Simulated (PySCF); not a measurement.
# CH7BFPSi: electronic excitations at several levels of theory

Aim: compute the electronic excitations of CH7BFPSi (`CB(F)P[SiH3]`) at several levels, and see how far they spread and what each costs.

Programs: PySCF 2.14.0, with density-fitted response routines of our own. Each step states its level of theory. These are calculated values for one molecule in the gas phase, unless marked as measured. Atoms are numbered from 0 throughout.

## 1. The starting structure

12 atoms, charge 0, multiplicity 1; geometry from: GFN2-xTB. The atoms were then displaced at random by about 0.01 Å, so the start is not that level's minimum.

Bonds of the start (Å): C0–B1 1.59, B1–F2 1.33, B1–P3 1.85, P3–Si4 2.26, C0–H5 1.08, C0–H6 1.11, C0–H7 1.08, P3–H8 1.35, Si4–H9 1.46, Si4–H10 1.46, Si4–H11 1.48.

## 2. Relaxing the molecule at PBE0-D3(BJ)/def2-SVP

What the job is given:

```
{"job": {"xc": "PBE0", "basis": "def2-SVP", "d3": "d3bj", "grid": 1, "shake": 0.01, "kind": "geom"}, "charge": 0, "multiplicity": 1}
C      2.143030     0.301110    -0.335490
B      0.845200     0.062350     0.557080
F      0.691810     0.809260     1.646140
P     -0.396950    -1.279280     0.302910
Si    -2.301590    -0.080400     0.122480
H      2.146170    -0.265960    -1.249430
H      2.194580     1.375630    -0.619270
H      3.044040     0.117410     0.221950
H     -0.212150    -1.534100    -1.010770
H     -3.356420    -1.051270    -0.130290
H     -2.266750     0.919280    -0.936360
H     -2.491290     0.597690     1.422010
```

The run is started by

```sh
$ OMP_NUM_THREADS=1 python probes_run.py task.json out
```

One launch serves the whole session: the jobs run in the order shown.

Standard output:

```text
step   0  E = -797.17128618  max force = 0.034782
step   1  E = -797.17754881  max force = 0.008329
step   2  E = -797.17814039  max force = 0.002147
step   3  E = -797.17827139  max force = 0.002165
step   4  E = -797.17839077  max force = 0.002010
step   5  E = -797.17847053  max force = 0.000660
step   6  E = -797.17854152  max force = 0.000685
step   7  E = -797.17857534  max force = 0.000697
step   8  E = -797.17858879  max force = 0.000385
optimisation converged
```

Run time: 43 s. Hardware: 1 thread of Arm Neoverse V1, shared host; peak memory 0.46 GiB.

Along the way:

```
step  energy from step 0 (eV)  largest force component (eV/Å)
   0                   0.0000                          1.7886
   1                  -0.1704                          0.4283
   2                  -0.1865                          0.1104
   3                  -0.1901                          0.1113
   4                  -0.1933                          0.1034
   5                  -0.1955                          0.0339
   6                  -0.1974                          0.0352
   7                  -0.1983                          0.0358
   8                  -0.1987                          0.0198
```

Distances of close pairs at the start and the end, largest changes first:

```
   bond  before (Å)  after (Å)  change (Å)
  P3–H8       1.351      1.425      +0.074
  B1–P3       1.846      1.920      +0.074
Si4–H10       1.457      1.496      +0.039
 Si4–H9       1.456      1.493      +0.038
  C0–B1       1.593      1.562      -0.031
  C0–H7       1.075      1.104      +0.029
  C0–H5       1.076      1.098      +0.022
Si4–H11       1.478      1.491      +0.013
```

The final coordinates are the input of the step that follows.

```
                         at the end point                value
  point group (found at 0.08 Å tolerance)                   C1
rotational constants (GHz, main isotopes)  4.799, 1.706, 1.432
                        dipole moment (D)                 1.51
```

## 3. TDDFT and polarisability: PBE0/def2-TZVP

What the job is given:

```
{"job": {"kind": "uv", "xc": "PBE0", "basis": "def2-TZVP"}, "charge": 0, "multiplicity": 1}
C      2.149537     0.375817    -0.434800
B      0.872652     0.122461     0.428993
F      0.645715     0.927553     1.470364
P     -0.344824    -1.341922     0.188254
Si    -2.303373    -0.236458     0.328795
H      2.301812    -0.343433    -1.250136
H      2.096203     1.390460    -0.866539
H      3.040290     0.368525     0.217206
H     -0.251072    -1.464152    -1.227984
H     -3.402065    -1.167739    -0.065742
H     -2.372369     0.976897    -0.542861
H     -2.482005     0.168057     1.752717
```

With the program's defaults for keys left out, this is: TDDFT PBE0/def2-TZVP, vertical, gas phase, core orbitals frozen in the response.

Standard output:

```text
coarse grid: 10848 points
cycle   1  E = -797.5308641539  dE =  1.249e-01  |g| = 5.264e-01  |ddm| = 2.440e+00
cycle   2  E = -797.4927199923  dE =  3.814e-02  |g| = 7.441e-01  |ddm| = 7.238e-01
cycle   3  E = -797.5813660316  dE = -8.865e-02  |g| = 8.324e-02  |ddm| = 4.285e-01
cycle   4  E = -797.5825560963  dE = -1.190e-03  |g| = 2.911e-02  |ddm| = 6.477e-02
cycle   5  E = -797.5827412140  dE = -1.851e-04  |g| = 4.066e-03  |ddm| = 1.917e-02
cycle   6  E = -797.5827449632  dE = -3.749e-06  |g| = 2.096e-03  |ddm| = 5.703e-03
final grid: 95480 points
cycle   7  E = -797.5790703561  dE = -6.467e-05  |g| = 8.424e-03  |ddm| = 4.030e-02
cycle   8  E = -797.5790611734  dE =  9.183e-06  |g| = 1.005e-02  |ddm| = 1.418e-02
cycle   9  E = -797.5790868219  dE = -2.565e-05  |g| = 7.244e-04  |ddm| = 8.104e-03
cycle  10  E = -797.5790869253  dE = -1.035e-07  |g| = 2.560e-04  |ddm| = 6.558e-04
cycle  11  E = -797.5790869365  dE = -1.120e-08  |g| = 7.879e-05  |ddm| = 1.722e-04
cycle  12  E = -797.5790869378  dE = -1.250e-09  |g| = 2.128e-05  |ddm| = 5.596e-05
cycle  13  E = -797.5790869379  dE = -1.046e-10  |g| = 3.373e-06  |ddm| = 1.703e-05
converged SCF energy = -797.5790869379

Static polarisability (au): isotropic 81.665, principal 67.680 76.333 100.982

Singlet excitations
state   eV       nm        f      main configurations
  1   5.3077    233.6   0.04398   H->L 0.90
  2   6.1688    201.0   0.05252   H-1->L 0.72, H->L+1 0.12
  3   6.2882    197.2   0.04512   H->L+1 0.66, H-1->L 0.15, H->L+2 0.13
  4   6.5419    189.5   0.07597   H->L+2 0.72, H->L+1 0.18
  5   6.9161    179.3   0.04635   H->L+3 0.85
  6   7.1961    172.3   0.01439   H->L+4 0.77, H-1->L+2 0.13
  7   7.4255    167.0   0.00525   H-2->L 0.74, H-1->L+2 0.11
  8   7.5198    164.9   0.01077   H-1->L+1 0.57, H-1->L+2 0.11, H-2->L 0.10
  9   7.6796    161.4   0.00537   H->L+5 0.78, H-1->L+1 0.08
 10   7.7897    159.2   0.21278   H-1->L+2 0.32, H->L+6 0.27, H-1->L+1 0.19

Triplet excitations (Tamm-Dancoff, eV): 4.3752 5.4659 5.5564 5.8435
```

Run time: 28 s. Hardware: 1 thread of Arm Neoverse V1, shared host; peak memory 0.83 GiB.

The orbitals next to the gap, with their largest atomic shares:

```
orbital     eV                        atoms
 HOMO−3  -9.95  Si4 43 %, H9 28 %, H10 15 %
 HOMO−2  -9.60  Si4 32 %, H11 27 %, P3 18 %
 HOMO−1  -8.49   P3 35 %, Si4 20 %, B1 18 %
   HOMO  -7.35    P3 66 %, B1 13 %, Si4 8 %
   LUMO  -0.87   B1 47 %, P3 19 %, Si4 12 %
 LUMO+1   0.28   Si4 33 %, P3 19 %, B1 17 %
 LUMO+2   0.42   P3 43 %, Si4 29 %, B1 10 %
```

With each of the 10 states as a Gaussian band of 0.4 eV half-width at 1/e, the curve within the window shown has maxima at 233 nm (ε 1,800), 193 nm (ε 6,300), 159 nm (ε 9,300) L/(mol cm). Beyond the last state computed it falls off for lack of states. The curve at chosen wavelengths:

```json
{"nm": "153", "ε (L/mol/cm)": "5060"}
{"nm": "157", "ε (L/mol/cm)": "8601"}
{"nm": "162", "ε (L/mol/cm)": "8517"}
{"nm": "166", "ε (L/mol/cm)": "5811"}
{"nm": "171", "ε (L/mol/cm)": "3509"}
{"nm": "175", "ε (L/mol/cm)": "3308"}
{"nm": "179", "ε (L/mol/cm)": "3900"}
{"nm": "184", "ε (L/mol/cm)": "4999"}
{"nm": "188", "ε (L/mol/cm)": "5819"}
{"nm": "193", "ε (L/mol/cm)": "6295"}
{"nm": "197", "ε (L/mol/cm)": "5982"}
{"nm": "201", "ε (L/mol/cm)": "5086"}
{"nm": "206", "ε (L/mol/cm)": "3571"}
{"nm": "210", "ε (L/mol/cm)": "2474"}
{"nm": "215", "ε (L/mol/cm)": "1630"}
{"nm": "219", "ε (L/mol/cm)": "1418"}
{"nm": "223", "ε (L/mol/cm)": "1490"}
{"nm": "228", "ε (L/mol/cm)": "1709"}
{"nm": "232", "ε (L/mol/cm)": "1806"}
{"nm": "237", "ε (L/mol/cm)": "1717"}
{"nm": "241", "ε (L/mol/cm)": "1494"}
{"nm": "245", "ε (L/mol/cm)": "1196"}
{"nm": "250", "ε (L/mol/cm)": "816"}
{"nm": "254", "ε (L/mol/cm)": "556"}
{"nm": "259", "ε (L/mol/cm)": "317"}
{"nm": "263", "ε (L/mol/cm)": "190"}
```

Ground-state properties from the same run:

```
           property  computed
  dipole moment (D)      1.41
polarisability (Å³)     12.10
 HOMO–LUMO gap (eV)      6.48
      −ε(HOMO) (eV)      7.35
```

## 4. Excited states and response: PBE0/aug-cc-pVDZ

Settings changed since step 3:

```diff
@@ -1,2 +1,2 @@
-{"job": {"kind": "uv", "xc": "PBE0", "basis": "def2-TZVP"}, "charge": 0, "multiplicity": 1}
+{"job": {"kind": "uv", "xc": "PBE0", "basis": "aug-cc-pVDZ"}, "charge": 0, "multiplicity": 1}
 C      2.149537     0.375817    -0.434800
```

Level: TDDFT PBE0/aug-cc-pVDZ, vertical, gas phase, core orbitals frozen in the response.

Standard output:

```text
coarse grid: 10848 points
cycle   1  E = -797.4496287365  dE =  1.675e-01  |g| = 4.713e-01  |ddm| = 7.218e+00
cycle   2  E = -797.4193534855  dE =  3.028e-02  |g| = 6.533e-01  |ddm| = 1.680e+00
cycle   3  E = -797.4950421839  dE = -7.569e-02  |g| = 7.483e-02  |ddm| = 8.409e-01
cycle   4  E = -797.4961492123  dE = -1.107e-03  |g| = 1.988e-02  |ddm| = 1.563e-01
cycle   5  E = -797.4962470046  dE = -9.779e-05  |g| = 3.643e-03  |ddm| = 4.410e-02
cycle   6  E = -797.4962508363  dE = -3.832e-06  |g| = 1.159e-03  |ddm| = 1.096e-02
final grid: 95480 points
cycle   7  E = -797.5081579012  dE = -1.974e-05  |g| = 6.416e-03  |ddm| = 1.092e-01
cycle   8  E = -797.5081518934  dE =  6.008e-06  |g| = 7.763e-03  |ddm| = 2.941e-02
cycle   9  E = -797.5081700180  dE = -1.812e-05  |g| = 3.458e-04  |ddm| = 1.585e-02
cycle  10  E = -797.5081700576  dE = -3.957e-08  |g| = 1.121e-04  |ddm| = 9.277e-04
cycle  11  E = -797.5081700610  dE = -3.391e-09  |g| = 3.480e-05  |ddm| = 2.771e-04
cycle  12  E = -797.5081700613  dE = -2.774e-10  |g| = 1.182e-05  |ddm| = 7.294e-05
converged SCF energy = -797.5081700613

Static polarisability (au): isotropic 86.401, principal 71.942 81.088 106.173

Singlet excitations
state   eV       nm        f      main configurations
  1   5.2802    234.8   0.04782   H->L 0.91
  2   5.9514    208.3   0.02908   H->L+1 0.92
  3   6.1811    200.6   0.08075   H-1->L 0.85
  4   6.3532    195.2   0.06482   H->L+2 0.90
  5   6.6047    187.7   0.05214   H->L+4 0.57, H->L+3 0.21
  6   6.8958    179.8   0.03350   H->L+3 0.69, H->L+4 0.25
  7   7.0272    176.4   0.02213   H->L+5 0.43, H->L+6 0.33, H->L+7 0.09
  8   7.1565    173.2   0.01010   H->L+6 0.43, H->L+5 0.19, H-1->L+1 0.18
  9   7.1591    173.2   0.00147   H-1->L+1 0.74, H->L+6 0.08
 10   7.2356    171.4   0.01910   H->L+7 0.62, H->L+5 0.16, H->L+8 0.14

Triplet excitations (Tamm-Dancoff, eV): 4.3816 5.4891 5.5619 5.7324
```

It took 24 s on 1 thread of Arm Neoverse V1, shared host; peak memory 0.75 GiB.

This run: HOMO -7.34 eV, LUMO -0.92 eV; lowest singlet 5.28 eV.

## 5. Ultraviolet spectrum: PBE0/def2-TZVPD

Settings changed since step 4:

```diff
@@ -1,2 +1,2 @@
-{"job": {"kind": "uv", "xc": "PBE0", "basis": "aug-cc-pVDZ"}, "charge": 0, "multiplicity": 1}
+{"job": {"kind": "uv", "xc": "PBE0", "basis": "def2-TZVPD"}, "charge": 0, "multiplicity": 1}
 C      2.149537     0.375817    -0.434800
```

With the program's defaults for keys left out, this is: TDDFT PBE0/def2-TZVPD, vertical, gas phase, core orbitals frozen in the response.

Standard output:

```text
coarse grid: 10848 points
cycle   1  E = -797.5316688368  dE =  1.258e-01  |g| = 5.278e-01  |ddm| = 2.617e+00
cycle   2  E = -797.4923437499  dE =  3.933e-02  |g| = 7.497e-01  |ddm| = 7.816e-01
cycle   3  E = -797.5822814946  dE = -8.994e-02  |g| = 8.429e-02  |ddm| = 3.704e-01
cycle   4  E = -797.5834990067  dE = -1.218e-03  |g| = 2.925e-02  |ddm| = 7.280e-02
cycle   5  E = -797.5836863010  dE = -1.873e-04  |g| = 4.108e-03  |ddm| = 2.257e-02
cycle   6  E = -797.5836900805  dE = -3.779e-06  |g| = 2.116e-03  |ddm| = 6.437e-03
final grid: 95480 points
cycle   7  E = -797.5800204391  dE = -6.699e-05  |g| = 8.446e-03  |ddm| = 1.172e-01
cycle   8  E = -797.5800110001  dE =  9.439e-06  |g| = 1.011e-02  |ddm| = 1.607e-02
cycle   9  E = -797.5800370381  dE = -2.604e-05  |g| = 7.319e-04  |ddm| = 8.864e-03
cycle  10  E = -797.5800371445  dE = -1.064e-07  |g| = 2.613e-04  |ddm| = 6.541e-04
cycle  11  E = -797.5800371562  dE = -1.173e-08  |g| = 8.056e-05  |ddm| = 1.962e-04
cycle  12  E = -797.5800371575  dE = -1.307e-09  |g| = 2.189e-05  |ddm| = 6.727e-05
cycle  13  E = -797.5800371576  dE = -1.110e-10  |g| = 3.438e-06  |ddm| = 1.875e-05
converged SCF energy = -797.5800371576

Static polarisability (au): isotropic 86.109, principal 71.649 80.742 105.937

Singlet excitations
state   eV       nm        f      main configurations
  1   5.2659    235.4   0.04525   H->L 0.90
  2   6.0137    206.2   0.02279   H->L+1 0.84, H->L+3 0.09
  3   6.1479    201.7   0.07194   H-1->L 0.81
  4   6.3781    194.4   0.07297   H->L+2 0.87
  5   6.5515    189.2   0.05165   H->L+3 0.81
  6   7.0188    176.6   0.02741   H->L+5 0.66, H->L+4 0.18, H-1->L+2 0.09
  7   7.1245    174.0   0.01481   H->L+4 0.68, H->L+5 0.22
  8   7.2163    171.8   0.00020   H-1->L+1 0.81
  9   7.3412    168.9   0.01514   H->L+6 0.68, H-2->L 0.21
 10   7.3992    167.6   0.00862   H-2->L 0.61, H->L+6 0.16, H-1->L+2 0.09

Triplet excitations (Tamm-Dancoff, eV): 4.3420 5.3978 5.5102 5.7010
```

Run time: 41 s. Hardware: 1 thread of Arm Neoverse V1, shared host; peak memory 0.97 GiB.

This run: HOMO -7.37 eV, LUMO -0.94 eV; lowest singlet 5.27 eV.

## 6. TDDFT and polarisability: PBE0/6-31+G*

Settings changed since step 5:

```diff
@@ -1,2 +1,2 @@
-{"job": {"kind": "uv", "xc": "PBE0", "basis": "def2-TZVPD"}, "charge": 0, "multiplicity": 1}
+{"job": {"kind": "uv", "xc": "PBE0", "basis": "6-31+G*"}, "charge": 0, "multiplicity": 1}
 C      2.149537     0.375817    -0.434800
```

Level: TDDFT PBE0/6-31+G*, vertical, gas phase, core orbitals frozen in the response.

Standard output:

```text
coarse grid: 10848 points
cycle   1  E = -797.4522004316  dE =  1.458e-01  |g| = 4.680e-01  |ddm| = 3.013e+00
cycle   2  E = -797.4248330458  dE =  2.737e-02  |g| = 6.389e-01  |ddm| = 8.910e-01
cycle   3  E = -797.4979186233  dE = -7.309e-02  |g| = 7.449e-02  |ddm| = 4.859e-01
cycle   4  E = -797.4990323048  dE = -1.114e-03  |g| = 1.886e-02  |ddm| = 8.571e-02
cycle   5  E = -797.4991206571  dE = -8.835e-05  |g| = 3.331e-03  |ddm| = 2.570e-02
cycle   6  E = -797.4991239170  dE = -3.260e-06  |g| = 1.099e-03  |ddm| = 7.848e-03
final grid: 95480 points
cycle   7  E = -797.4555689942  dE = -1.641e-05  |g| = 6.432e-03  |ddm| = 3.248e-02
cycle   8  E = -797.4555637948  dE =  5.199e-06  |g| = 7.654e-03  |ddm| = 1.874e-02
cycle   9  E = -797.4555817979  dE = -1.800e-05  |g| = 2.554e-04  |ddm| = 1.067e-02
cycle  10  E = -797.4555818187  dE = -2.086e-08  |g| = 9.313e-05  |ddm| = 7.069e-04
cycle  11  E = -797.4555818217  dE = -2.973e-09  |g| = 2.169e-05  |ddm| = 2.063e-04
cycle  12  E = -797.4555818218  dE = -1.355e-10  |g| = 3.868e-06  |ddm| = 3.992e-05
converged SCF energy = -797.4555818218

Static polarisability (au): isotropic 78.067, principal 64.387 73.729 96.085

Singlet excitations
state   eV       nm        f      main configurations
  1   5.3615    231.2   0.05601   H->L 0.91
  2   6.0229    205.9   0.03835   H->L+1 0.94
  3   6.2821    197.4   0.08353   H-1->L 0.82
  4   6.4595    191.9   0.08203   H->L+2 0.88
  5   6.8103    182.1   0.06115   H->L+4 0.81
  6   7.0089    176.9   0.02689   H->L+3 0.86, H->L+4 0.09
  7   7.2751    170.4   0.01798   H->L+5 0.83
  8   7.2866    170.2   0.00975   H-1->L+1 0.90
  9   7.4986    165.3   0.01679   H->L+6 0.84
 10   7.5566    164.1   0.09859   H-2->L 0.26, H->L+8 0.22, H-1->L+2 0.20

Triplet excitations (Tamm-Dancoff, eV): 4.4719 5.5263 5.6601 5.7991
```

Run time: 11 s. Hardware: 1 thread of Arm Neoverse V1, shared host; peak memory 0.6 GiB.

Key values: HOMO -7.33 eV, LUMO -0.85 eV; lowest singlet 5.36 eV.

## 7. Side by side: electronic excitations

Excitations and ground-state properties, with basis size and wall time:

```
             run  lowest singlet (eV)  brightest (eV)      f  gap (eV)  α (Å³)  μ (D)  functions  time
  PBE0/def2-TZVP                 5.31            7.79  0.213      6.48   12.10   1.41        209  28 s
PBE0/aug-cc-pVDZ                 5.28            6.18  0.081      6.43   12.80   1.40        186  24 s
 PBE0/def2-TZVPD                 5.27            6.38  0.073      6.43   12.76   1.39        263  41 s
    PBE0/6-31+G*                 5.36            7.56  0.099      6.49   11.57   1.53        112  11 s
```

## 8. What came out

```
                                quantity                         value
                             point group                            C1
    rotational constants (main isotopes)          4.80, 1.71, 1.43 GHz
         lowest singlet (PBE0/def2-TZVP)   5.31 eV (234 nm), f = 0.044
brightest single state of those computed  state 10, 7.79 eV, f = 0.213
                          lowest triplet                       4.38 eV
             range of the lowest singlet               5.27 to 5.36 eV
```

Single values in the summary come from the first run of each kind that ended normally (PBE0/def2-TZVP), which need not be the best level. Over 8 steps the energy fell by 0.199 eV; of the close pairs, P3–H8 changed most, 1.351 to 1.425 Å. No frequency check was run at this level, so the end point may be a saddle. The first singlet state (HOMO→LUMO 0.90) lies at 5.31 eV and is weak; of the 10 states computed, the strongest absorption comes from state 10 at 7.79 eV (the last computed, so partners may be missing). The lowest triplet lies 0.93 eV below the lowest singlet (triplets in Tamm-Dancoff, singlets in full TDDFT). States above −ε(HOMO) lie where TDDFT describes them poorly and they hang on the basis; the brightest is among them. The basis of PBE0/def2-TZVP has no diffuse functions, so Rydberg states are missing and the high states are unreliable. The lowest singlet runs from 5.27 eV (PBE0/def2-TZVPD) to 5.36 eV (PBE0/6-31+G*), while the orbital gap spans 6.43 to 6.49 eV. The lowest state need not be the same one in every run. The runs solved for a few states only, so the brightest column depends on that window.
